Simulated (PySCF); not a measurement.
# C7H10N2: NMR shifts at several levels of theory, part 2 of 2

PySCF 2.14.0. Atoms count from 0. Earlier steps stand in the parts before.

## Step 5: Nuclear shieldings: wB97X-D/pcSseg-2

Job settings and geometry (Å):

```
{"job": {"kind": "nmr", "xc": "wB97X-D", "basis": "pcSseg-2", "pop": false}, "charge": 0, "multiplicity": 1}
C     -2.223976    -1.396288     0.398000
N     -1.596023    -0.247378    -0.200660
C     -2.397748     0.755007    -0.853024
C     -0.253194    -0.045993    -0.041793
C      0.400438     1.095225    -0.557011
C      1.769187     1.237931    -0.367842
N      2.543084     0.368595     0.279077
C      1.926779    -0.705170     0.769263
C      0.567469    -0.965214     0.648585
H     -2.133650    -1.399747     1.499985
H     -1.792242    -2.340634     0.023449
H     -3.291822    -1.397948     0.147713
H     -2.384373     1.720946    -0.315174
H     -2.058454     0.942319    -1.886580
H     -3.438307     0.411977    -0.903191
H     -0.143912     1.867339    -1.099809
H      2.268995     2.126813    -0.772268
H      2.557142    -1.424979     1.305906
H      0.159356    -1.874280     1.089244
```

Level: GIAO wB97X-D/pcSseg-2 NMR shielding, non-relativistic, gas phase.

Standard output:

```text
coarse grid: 15928 points
cycle   1  E = -382.1967533074  dE =  1.766e+00  |g| = 4.185e-01  |ddm| = 3.088e+00
cycle   2  E = -382.2091105911  dE = -1.236e-02  |g| = 4.214e-01  |ddm| = 1.181e+00
cycle   3  E = -382.2455860447  dE = -3.648e-02  |g| = 7.721e-02  |ddm| = 6.228e-01
cycle   4  E = -382.2468113301  dE = -1.225e-03  |g| = 3.589e-02  |ddm| = 8.673e-02
cycle   5  E = -382.2471241999  dE = -3.129e-04  |g| = 6.881e-03  |ddm| = 4.269e-02
cycle   6  E = -382.2471393294  dE = -1.513e-05  |g| = 2.321e-03  |ddm| = 1.497e-02
cycle   7  E = -382.2471413104  dE = -1.981e-06  |g| = 1.087e-03  |ddm| = 5.814e-03
final grid: 154160 points
cycle   8  E = -382.2583650928  dE = -5.055e-04  |g| = 8.227e-03  |ddm| = 9.936e-02
cycle   9  E = -382.2583743574  dE = -9.265e-06  |g| = 6.076e-03  |ddm| = 1.454e-02
cycle  10  E = -382.2583819090  dE = -7.552e-06  |g| = 1.331e-03  |ddm| = 5.355e-03
cycle  11  E = -382.2583822768  dE = -3.678e-07  |g| = 7.081e-04  |ddm| = 1.691e-03
cycle  12  E = -382.2583823932  dE = -1.164e-07  |g| = 9.794e-05  |ddm| = 6.289e-04
cycle  13  E = -382.2583823988  dE = -5.529e-09  |g| = 5.823e-05  |ddm| = 3.093e-04
cycle  14  E = -382.2583824001  dE = -1.317e-09  |g| = 2.433e-05  |ddm| = 1.073e-04
cycle  15  E = -382.2583824003  dE = -2.465e-10  |g| = 7.338e-06  |ddm| = 6.307e-05
converged SCF energy = -382.2583824003

GIAO shielding tensors (ppm)
atom      isotropic    diamagn.    paramagn.     s11        s22        s33       span
  0 C      142.080     240.733     -98.653    115.865    130.084    180.292     64.427
  1 N      196.835     325.993    -129.158    141.324    184.901    264.280    122.956
  2 C      142.049     240.726     -98.677    115.801    130.093    180.254     64.453
  3 C       19.771     256.209    -236.438    -62.573    -26.019    147.906    210.479
  4 C       70.616     259.769    -189.154    -29.290     71.942    169.196    198.486
  5 C       21.468     250.595    -229.127    -95.518     20.724    139.197    234.715
  6 N      -60.871     320.553    -381.424   -322.427   -159.714    299.528    621.955
  7 C       21.461     250.588    -229.127    -95.514     20.694    139.204    234.718
  8 C       70.630     259.762    -189.133    -29.271     71.966    169.194    198.464
  9 H       28.353      30.090      -1.737     24.807     25.628     34.623      9.816
 10 H       28.198      30.239      -2.041     24.331     25.855     34.407     10.076
 11 H       28.674      28.505       0.169     23.652     28.423     33.946     10.293
 12 H       28.359      30.092      -1.733     24.820     25.627     34.629      9.809
 13 H       28.194      30.245      -2.051     24.314     25.866     34.400     10.086
 14 H       28.675      28.513       0.161     23.656     28.424     33.944     10.288
 15 H       24.880      35.673     -10.793     20.998     22.887     30.755      9.757
 16 H       22.783      30.446      -7.663     18.810     22.050     27.490      8.681
 17 H       22.783      30.440      -7.657     18.809     22.050     27.490      8.681
 18 H       24.882      35.661     -10.779     21.005     22.889     30.751      9.746
```

Run time: 2.5 min. Hardware: 8 threads of Intel Xeon Platinum 8259CL at 2.50GHz (Skylake/Cascade Lake), shared host.

This run: δ C3 164.6, C5 163.0, C4 113.8, C0 42.4, H16 8.57, H15 6.48 ppm (means over like atoms).

## Step 6: Nuclear shieldings: KT2/pcSseg-2

Same as in step 5 but for these lines:

```diff
@@ -1,2 +1,2 @@
-{"job": {"kind": "nmr", "xc": "wB97X-D", "basis": "pcSseg-2", "pop": false}, "charge": 0, "multiplicity": 1}
+{"job": {"kind": "nmr", "xc": "KT2", "basis": "pcSseg-2", "pop": false}, "charge": 0, "multiplicity": 1}
 C     -2.223976    -1.396288     0.398000
```

Level: GIAO KT2/pcSseg-2 NMR shielding, non-relativistic, gas phase.

Standard output:

```text
coarse grid: 15928 points
cycle   1  E = -388.9448941096  dE =  1.137e+00  |g| = 5.523e-01  |ddm| = 3.956e+00
cycle   2  E = -388.8064767985  dE =  1.384e-01  |g| = 9.081e-01  |ddm| = 3.779e+00
cycle   3  E = -389.0122479810  dE = -2.058e-01  |g| = 2.742e-01  |ddm| = 3.113e+00
cycle   4  E = -389.0294166536  dE = -1.717e-02  |g| = 8.391e-02  |ddm| = 3.412e-01
cycle   5  E = -389.0311740253  dE = -1.757e-03  |g| = 3.034e-02  |ddm| = 1.113e-01
cycle   6  E = -389.0313927466  dE = -2.187e-04  |g| = 1.094e-02  |ddm| = 2.741e-02
cycle   7  E = -389.0314194940  dE = -2.675e-05  |g| = 1.686e-03  |ddm| = 9.270e-03
cycle   8  E = -389.0314200526  dE = -5.586e-07  |g| = 5.728e-04  |ddm| = 1.509e-03
final grid: 154160 points
cycle   9  E = -389.0576908360  dE = -6.890e-04  |g| = 9.980e-03  |ddm| = 4.800e-01
cycle  10  E = -389.0576723124  dE =  1.852e-05  |g| = 1.206e-02  |ddm| = 3.018e-02
cycle  11  E = -389.0577094898  dE = -3.718e-05  |g| = 3.429e-03  |ddm| = 1.635e-02
cycle  12  E = -389.0577111174  dE = -1.628e-06  |g| = 2.288e-03  |ddm| = 6.225e-03
cycle  13  E = -389.0577125282  dE = -1.411e-06  |g| = 4.335e-04  |ddm| = 3.643e-03
cycle  14  E = -389.0577125685  dE = -4.033e-08  |g| = 1.662e-04  |ddm| = 5.585e-04
cycle  15  E = -389.0577125745  dE = -5.942e-09  |g| = 4.170e-05  |ddm| = 1.911e-04
cycle  16  E = -389.0577125748  dE = -3.600e-10  |g| = 1.629e-05  |ddm| = 4.402e-05
converged SCF energy = -389.0577125748

GIAO shielding tensors (ppm)
atom      isotropic    diamagn.    paramagn.     s11        s22        s33       span
  0 C      140.625     241.389    -100.765    115.455    126.013    180.406     64.951
  1 N      187.212     321.585    -134.373    136.782    177.344    247.508    110.726
  2 C      140.594     241.407    -100.813    115.373    126.037    180.373     65.000
  3 C       33.644     259.442    -225.798    -32.754     -9.777    143.464    176.217
  4 C       78.222     264.327    -186.105    -12.611     81.020    166.256    178.867
  5 C       34.073     251.126    -217.053    -67.856     37.080    132.995    200.852
  6 N      -38.389     320.420    -358.809   -272.052   -131.268    288.154    560.206
  7 C       34.070     251.117    -217.047    -67.853     37.059    133.003    200.856
  8 C       78.239     264.326    -186.087    -12.588     81.046    166.259    178.847
  9 H       28.083      30.228      -2.145     24.633     25.283     34.332      9.700
 10 H       27.912      30.345      -2.433     24.142     25.502     34.093      9.951
 11 H       28.469      28.493      -0.023     23.841     28.137     33.430      9.589
 12 H       28.089      30.237      -2.148     24.647     25.283     34.336      9.690
 13 H       27.905      30.356      -2.451     24.122     25.511     34.083      9.961
 14 H       28.471      28.498      -0.027     23.846     28.138     33.430      9.584
 15 H       24.937      34.900      -9.962     21.380     23.219     30.214      8.834
 16 H       22.928      28.668      -5.740     18.895     22.649     27.240      8.345
 17 H       22.928      28.662      -5.734     18.893     22.650     27.240      8.347
 18 H       24.939      34.886      -9.947     21.386     23.221     30.209      8.823
```

It took 79 s on 8 threads of Intel Xeon Platinum 8259CL at 2.50GHz (Skylake/Cascade Lake), shared host.

This run: δ C3 148.6, C5 148.2, C4 104.1, C0 41.7, H16 8.25, H15 6.24 ppm (means over like atoms).

## Step 7: Shielding tensors: HF/pcSseg-2

Same as in step 6 but for these lines:

```diff
@@ -1,2 +1,2 @@
-{"job": {"kind": "nmr", "xc": "KT2", "basis": "pcSseg-2", "pop": false}, "charge": 0, "multiplicity": 1}
+{"job": {"kind": "nmr", "xc": "HF", "basis": "pcSseg-2", "pop": false}, "charge": 0, "multiplicity": 1}
 C     -2.223976    -1.396288     0.398000
```

Method: GIAO HF/pcSseg-2 NMR shielding, non-relativistic, gas phase.

Standard output:

```text
final grid: 154160 points
cycle   1  E = -379.7727987094  dE =  2.517e+00  |g| = 6.013e-01  |ddm| = 3.324e+00
cycle   2  E = -379.8761837239  dE = -1.034e-01  |g| = 2.829e-01  |ddm| = 7.105e-01
cycle   3  E = -379.8935377520  dE = -1.735e-02  |g| = 1.173e-01  |ddm| = 4.099e-01
cycle   4  E = -379.8975198482  dE = -3.982e-03  |g| = 2.854e-02  |ddm| = 1.343e-01
cycle   5  E = -379.8977579741  dE = -2.381e-04  |g| = 6.159e-03  |ddm| = 4.794e-02
cycle   6  E = -379.8977834034  dE = -2.543e-05  |g| = 2.800e-03  |ddm| = 1.692e-02
cycle   7  E = -379.8977879219  dE = -4.518e-06  |g| = 1.049e-03  |ddm| = 6.915e-03
cycle   8  E = -379.8977884923  dE = -5.704e-07  |g| = 2.763e-04  |ddm| = 2.196e-03
cycle   9  E = -379.8977885307  dE = -3.838e-08  |g| = 7.462e-05  |ddm| = 5.008e-04
cycle  10  E = -379.8977885330  dE = -2.344e-09  |g| = 2.388e-05  |ddm| = 1.315e-04
cycle  11  E = -379.8977885333  dE = -2.910e-10  |g| = 7.869e-06  |ddm| = 5.169e-05
converged SCF energy = -379.8977885333

GIAO shielding tensors (ppm)
atom      isotropic    diamagn.    paramagn.     s11        s22        s33       span
  0 C      152.332     236.869     -84.537    127.737    143.541    185.717     57.980
  1 N      218.531     331.382    -112.851    158.799    208.229    288.566    129.767
  2 C      152.305     236.876     -84.572    127.678    143.548    185.688     58.009
  3 C       21.686     252.345    -230.659    -74.004    -22.411    161.473    235.476
  4 C       83.253     256.215    -172.962    -17.638     88.356    179.040    196.677
  5 C       25.469     250.651    -225.182   -101.960     25.909    152.458    254.418
  6 N      -52.611     317.300    -369.911   -308.564   -155.145    305.877    614.441
  7 C       25.464     250.637    -225.173   -101.954     25.882    152.464    254.417
  8 C       83.269     256.219    -172.950    -17.611     88.373    179.044    196.654
  9 H       28.773      30.216      -1.444     25.003     26.091     35.224     10.221
 10 H       28.619      30.399      -1.780     24.499     26.332     35.026     10.526
 11 H       29.042      27.677       1.364     23.616     28.692     34.817     11.201
 12 H       28.778      30.220      -1.443     25.015     26.090     35.227     10.212
 13 H       28.614      30.411      -1.797     24.483     26.341     35.017     10.534
 14 H       29.043      27.683       1.360     23.619     28.692     34.817     11.198
 15 H       25.339      36.029     -10.689     20.590     24.170     31.257     10.668
 16 H       23.036      30.970      -7.935     18.842     22.486     27.779      8.936
 17 H       23.036      30.964      -7.928     18.842     22.487     27.778      8.936
 18 H       25.340      36.020     -10.680     20.595     24.173     31.252     10.657
```

It took 67 s on 8 threads of Intel Xeon Platinum 8259CL at 2.50GHz (Skylake/Cascade Lake), shared host.

In short: δ C3 169.8, C5 166.0, C4 108.2, C0 39.2, H16 8.65, H15 6.34 ppm (means over like atoms).

## Step 8: Comparing the runs: NMR shifts

Shifts (ppm) of some atoms, chosen among heavy atoms and hydrogens apart, means over like atoms, with basis size and wall time:

| run | C3 | C5 | C4 | H16 | H15 | N6 | N1 | functions | time |
| --- | --- | --- | --- | --- | --- | --- | --- | --- | --- |
| PBE0/pcSseg-2 | 160.8 | 160.6 | 112.8 | 8.55 | 6.47 | 320.8 | 68.4 | 464 | 1.8 min |
| PBE/pcSseg-2 | 156.0 | 157.4 | 111.8 | 8.48 | 6.38 | 319.1 | 79.1 | 464 | 84 s |
| wB97X-D/pcSseg-2 | 164.6 | 163.0 | 113.8 | 8.57 | 6.48 | 320.9 | 63.2 | 464 | 2.5 min |
| KT2/pcSseg-2 | 148.6 | 148.2 | 104.1 | 8.25 | 6.24 | 298.5 | 72.9 | 464 | 79 s |
| HF/pcSseg-2 | 169.8 | 166.0 | 108.2 | 8.65 | 6.34 | 313.4 | 42.2 | 464 | 67 s |

## Step 9: Outcome

The summary covers parts 1 to 2.

```
                                                               quantity                          value
                                                            point group                             Cs
                                   rotational constants (main isotopes)           3.62, 1.23, 0.93 GHz
13C shifts against TMS (PBE0/pcSseg-2, means over atoms taken as alike)  160.8, 160.6, 112.8, 42.0 ppm
 1H shifts against TMS (PBE0/pcSseg-2, means over atoms taken as alike)           8.55, 6.47, 2.97 ppm
                                 15N shifts against NH3 (PBE0/pcSseg-2)                320.8, 68.4 ppm
                                               range of the shift of N1               42.2 to 79.1 ppm
```

**Reading.** Single values in the summary come from the first sound run of each kind (PBE0/pcSseg-2), which need not be the best level. The optimisation took 6 steps and gained 0.043 eV; among the close pairs (by a distance rule), C5–H16 changed most, from 1.083 to 1.097 Å. At PBE0/pcSseg-2: The widest tensor belongs to N6: span 620 ppm, with a paramagnetic part of -382 ppm. NICS(1)zz of -25 ppm above the planar ring from C3 marks a diatropic (aromatic) ring current. In ppm, N1 moves most: its shift spreads over 36.9 ppm, from 42.2 (HF/pcSseg-2) to 79.1 (PBE/pcSseg-2).
